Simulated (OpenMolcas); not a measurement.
**Ag²⁺ among point charges: CASSCF and CASPT2 levels and susceptibility**

Aim: the splitting of the states of Ag²⁺ in the field of 4 point charges, its lowest levels with spin-orbit coupling and its magnetic susceptibility.

Method: state-averaged CASSCF and CASPT2, spin-orbit coupling by RASSI with atomic mean-field integrals. Code: OpenMolcas 26.06.

**1. The system**

| Quantity | Value |
| --- | --- |
| Species | Ag²⁺ (silver, Z = 47, 45 electrons) |
| Basis | ANO-RCC-VTZP [7s6p4d2f1g], 68 functions |
| Scalar Hamiltonian | DKH2, point nucleus |
| Inactive shells | 1s 2s 2p 3s 3p 3d 4s 4p |
| Active space | 9 electrons in 5 orbitals (4d) |
| Some configurations of this space | 4d⁹ |
| Orbitals | optimised for each spin and parity, averaged over all roots |

The outer shells:

4d9
```
4d [↑↓][↑↓][↑↓][↑↓][↑ ]
```

The ion sits among 4 point charges of -1.5 e arranged as a square (D4h), 2.43 Å from the ion.

The work runs as a chain of OpenMolcas steps in one folder; each step below is one input file. Labels, J, g values, rates, χT and fits are worked out afterwards by a script from the matrices that RASSI stores. The input lists half of the charges; inversion (Group=XYZ) makes the rest.

**2. One- and two-electron integrals**

The input, a.inp:

```
&GATEWAY
Coord
1

Ag 0.0 0.0 0.0
Basis=ANO-RCC-VTZP
Group=XYZ
NoMove
AngMom=0.0 0.0 0.0
AMFI
XField
2 Angstrom 0
2.430000 0.000000 0.000000 -1.500000
0.000000 2.430000 0.000000 -1.500000
&SEWARD
```

Run with:

```
$ OMP_NUM_THREADS=1 MOLCAS_MEM=1689 MOLCAS_PROJECT=a pymolcas a.inp > a.log
```

The log of the run:

```text
Basis set label: AG.ANO-RCC...7S6P4D2F1G.

      Electronic valence basis set:
      ------------------
      Associated Effective Charge  47.000000 au
      Associated Actual Charge     47.000000 au
      Nuclear Model: Point charge

      Shell  nPrim  nBasis  Cartesian Spherical Contaminant
         s      21       7        X
         p      18       6        X
         d      13       4                 X
         f       6       2                 X
         g       4       1                 X
                  Relativistic Douglas-Kroll-Hess integrals:
                    - DKH order of Hamiltonian: 2
                    - DKH order of Properties : 0
                  Atomic mean-field integrals
```

**3. CASSCF: doublets of even parity, 5 roots**

The input, a.inp:

```
&RASSCF
FileOrb=start.orb
Symmetry=1
Spin=2
nActEl=9 0 0
Inactive=9 9
Ras2=5 0
CIRoot=5 5 1
SDav=5
CIMx=300
Iter=120 100
PrWF=0.3
OrbListing=Nothing
MaxOrb=0
>>> COPY $Project.JobIph JOB001
```

start.orb holds the contracted functions of the basis, ordered by shell, or the orbitals of the step before.

The log of the run, cut to the lines that bear on the results:

```text
[...]
      Number of active orbitals                  5
[...]
      Spin quantum number                      0.5
[...]
      Active orbitals                            5   0
[...]
      Number of CSFs                             5
      Number of root(s) required                 5
[...]
      Convergence after 11 iterations
[...]
      Natural orbitals and occupation numbers for root  1
      sym 1:   1.000000   2.000000   2.000000   2.000000   2.000000
      Natural orbitals and occupation numbers for root  2
      sym 1:   1.000000   2.000000   2.000000   2.000000   2.000000
      Natural orbitals and occupation numbers for root  3
      sym 1:   2.000000   1.000000   2.000000   2.000000   2.000000
::    RASSCF root number  1 Total energy:  -5313.56345375
::    RASSCF root number  2 Total energy:  -5313.55408843
::    RASSCF root number  3 Total energy:  -5313.53215210
::    RASSCF root number  4 Total energy:  -5313.53215210
::    RASSCF root number  5 Total energy:  -5313.52511755
```

**4. State interaction with spin-orbit coupling**

The input, a.inp:

```
&RASSI
NrOfJobIphs=1 5
1 2 3 4 5
IphNames
JOB001
EJob
SpinOrbit
DIPRint=1.0
SOCoupling=1000.0
Subsets=2
Property=9
'ANGMOM' 1 'ANGMOM' 2 'ANGMOM' 3 'MLTPL  1' 1 'MLTPL  1' 2 'MLTPL  1' 3
'AMFI' 1 'AMFI' 2 'AMFI' 3
SOProperty=3
'ANGMOM' 1 'ANGMOM' 2 'ANGMOM' 3
```

The log of the run, cut to the lines that bear on the results:

```text
SPIN-FREE ENERGIES:
  (Shifted by EMIN (a.u.) =      -5313.5634537540)
 SF State       Relative EMIN(au)   Rel lowest level(eV)    D:o, cm**(-1)      L_eff
     1             0.0000000000        0.0000000000              0.0000         2.0
     2             0.0093653255        0.2548434902           2055.4514         2.0
     3             0.0313016568        0.8517614727           6869.9196         2.0
     4             0.0313016568        0.8517614727           6869.9196         2.0
     5             0.0383362071        1.0431813397           8413.8249         2.0
     Dipole printing threshold changed to   1.00000000E+00
Eigenvalues of complex Hamiltonian:
   -----------------------------------
  (Shifted by EMIN (a.u.) =      -5313.5634537540)
 SO State       Relative EMIN(au)   Rel lowest level(eV)    D:o, cm**(-1)     J-value
     1            -0.0048969757        0.0000000000              0.0000         1.2
     2            -0.0048969757        0.0000000000              0.0000         1.2
     3             0.0105467074        0.4202440262           3389.4967         1.7
     4             0.0105467074        0.4202440262           3389.4967         1.7
     5             0.0270088752        0.8682024321           7002.5249         2.4
     6             0.0270088752        0.8682024321           7002.5249         2.4
     7             0.0310325690        0.9776927189           7885.6236         1.4
     8             0.0310325690        0.9776927189           7885.6236         1.4
     9             0.0466136702        1.4016760803          11305.2800         1.5
    10             0.0466136702        1.4016760803          11305.2800         1.5
Weights of the five most important spin-orbit-free states for each spin-orbit state.
[...]
```

Time for these steps: 2.1 s (1 thread of Arm Neoverse V1, shared host).

Spin-free states, with their symmetry labels:

| state | degeneracy | E (cm-1) | free-ion L (%) |
| --- | --- | --- | --- |
| 2B1 | 1 | 0 | D (100) |
| 2B2 | 1 | 2055 | D (100) |
| 2E | 2 | 6870 | D (100) |
| 2A1 | 1 | 8414 | D (100) |

With spin-orbit coupling:

| E (cm-1) | Degeneracy | Label | 2S+1 | g |
| --- | --- | --- | --- | --- |
| 0.0 | 2 | E3/2 | 2 | 1.37 1.37 5.30 |
| 3389 | 2 | E3/2 | 2 | 1.48 1.48 1.68 |
| 7003 | 2 | E1/2 | 2 | 0.84 3.26 3.26 |
| 7886 | 2 | E3/2 | 2 | 0.11 0.11 3.62 |
| 11305 | 2 | E1/2 | 2 | 1.16 1.25 1.25 |

Principal g values are given for doublets only; a zero marks a field direction without first-order Zeeman splitting.

Powder χT (cm³ K/mol): 1.00 at 2 K, 1.00 at 5 K, 1.00 at 10 K, 1.00 at 20 K, 1.01 at 50 K, 1.02 at 100 K, 1.03 at 150 K, 1.04 at 200 K, 1.05 at 250 K, 1.06 at 300 K.

**5. CASPT2: IPEA 0.25, imaginary shift 0.1 (closed shells correlated: 4s 4p)**

The input, a.inp:

```
>>> COPY JOB001 $Project.JobIph
&CASPT2
Multistate=5 1 2 3 4 5
NoMult
Frozen=8 6
IPEA=0.25
Imaginary=0.1
MaxIter=60
WThr=0.0 0.3 0.05
PrWF=0.5
NoMix
```

Run with:

```
$ OMP_NUM_THREADS=1 MOLCAS_MEM=1689 MOLCAS_PROJECT=a pymolcas a.inp > a.log
```

The log of the run:

```text
Orbital specifications:
      -----------------------

      Symmetry species                           1   2
                                                ag  au
      Frozen orbitals                            8   6
      Inactive orbitals                          1   3
      Active orbitals                            5   0
      Secondary orbitals                        22  23
      Deleted orbitals                           0   0
      Number of basis functions                 36  32
Type of calculation                        SS-CASPT2
      Fock operator                              state-specific
      IPEA shift                                 0.25
      Real shift                                 0.00
      Imaginary shift                            0.10
      The input orbitals will be transformed to quasi-canonical
Reference energy:       -5313.5634537540
      E2 (Non-variational):      -0.5000959928
      Shift correction:          -0.0001390637
      E2 (Variational):          -0.5002350565
      Total energy:           -5314.0636888105
      Residual norm:              0.0000001780
      Reference weight:           0.93264
      Contributions to the CASPT2 correlation energy
      Active & Virtual Only:         -0.2379784965
      One Inactive Excited:          -0.1910884421
      Two Inactive Excited:          -0.0710290541
Reference energy:       -5313.5540884285
      E2 (Non-variational):      -0.4993021229
      Shift correction:          -0.0001383978
      E2 (Variational):          -0.4994405207
      Total energy:           -5314.0535289491
      Residual norm:              0.0000002455
      Reference weight:           0.93288
      Contributions to the CASPT2 correlation energy
      Active & Virtual Only:         -0.2375235260
      One Inactive Excited:          -0.1908133748
      Two Inactive Excited:          -0.0709652221
::    CASPT2 Root  1     Total energy:  -5314.06368881
::    CASPT2 Root  2     Total energy:  -5314.05352895
::    CASPT2 Root  3     Total energy:  -5314.03167668
::    CASPT2 Root  4     Total energy:  -5314.03167803
::    CASPT2 Root  5     Total energy:  -5314.02347343
```

This run took 0.87 s in all on 1 thread of Arm Neoverse V1, shared host.

SS-CASPT2: lowest energy less the reference's lowest, -0.5002 hartree; reference weights 0.933.

Spin-free states, with their symmetry labels:

| state | degeneracy | E (cm-1) | free-ion L (%) |
| --- | --- | --- | --- |
| 2B1 | 1 | 0 | D (100) |
| 2B2 | 1 | 2230 | D (100) |
| 2E | 2 | 7026 | D (100) |
| 2A1 | 1 | 8826 | D (100) |

With spin-orbit coupling:

```csv
E (cm-1),Degeneracy,Label,2S+1,g
0,2,E3/2,2,1.44 1.44 5.21
3490,2,E3/2,2,1.55 1.55 1.59
7220,2,E1/2,2,0.79 3.17 3.17
7990,2,E3/2,2,0.12 0.12 3.62
11570,2,E1/2,2,1.17 1.17 1.21
```

Powder χT (cm³ K/mol): 0.98 at 2 K, 0.98 at 5 K, 0.98 at 10 K, 0.98 at 20 K, 0.99 at 50 K, 1.00 at 100 K, 1.01 at 150 K, 1.02 at 200 K, 1.03 at 250 K, 1.04 at 300 K.

**6. The methods side by side**

A. CASSCF
B. SS-CASPT2, IPEA 0.25, imaginary shift 0.1 (closed shells correlated: 4s 4p)

| method | ground state | first state of that spin (cm-1) | first gap with spin-orbit (cm-1) | χT at 300 K |
| --- | --- | --- | --- | --- |
| A | 2B1 | 2B2 2055 | 3389.5 | 1.06 |
| B | 2B1 | 2B2 2230 | 3494.2 | 1.04 |

**7. Results**

| quantity | value |
| --- | --- |
| method | SS-CASPT2, IPEA 0.25, imaginary shift 0.1 (closed shells correlated: 4s 4p) |
| spin-free ground state | 2B1, 1-fold in its orbital part |
| first state of the same spin within the active space | 2B2 at 2230 cm⁻¹ |
| lowest level | 2-fold E3/2, g = 1.44, 1.44, 5.21 |
| next level | 3494.2 cm⁻¹ |
| χT at 300 K | 1.04 cm³ K/mol |
| effective moment at 300 K | 2.89 μB |

Cost by method:

| method | time of its own steps | time with the reference |
| --- | --- | --- |
| A. CASSCF | 2.1 s | 2.1 s |
| B. SS-CASPT2, IPEA 0.25, imaginary shift 0.1, +4s 4p | 0.87 s | 3 s |

Times are of one thread on a shared host.

What this shows: The spin-free ground state (2B1) comes to 100 % from free-ion D terms and keeps the highest spin of the shell. χT at 300 K is 1.04, against 0.38 cm³ K/mol for the spin alone, so orbital moment adds to it. The field of point charges can differ much from that of real complexes. This is an electrostatic model: the charges have no orbitals.
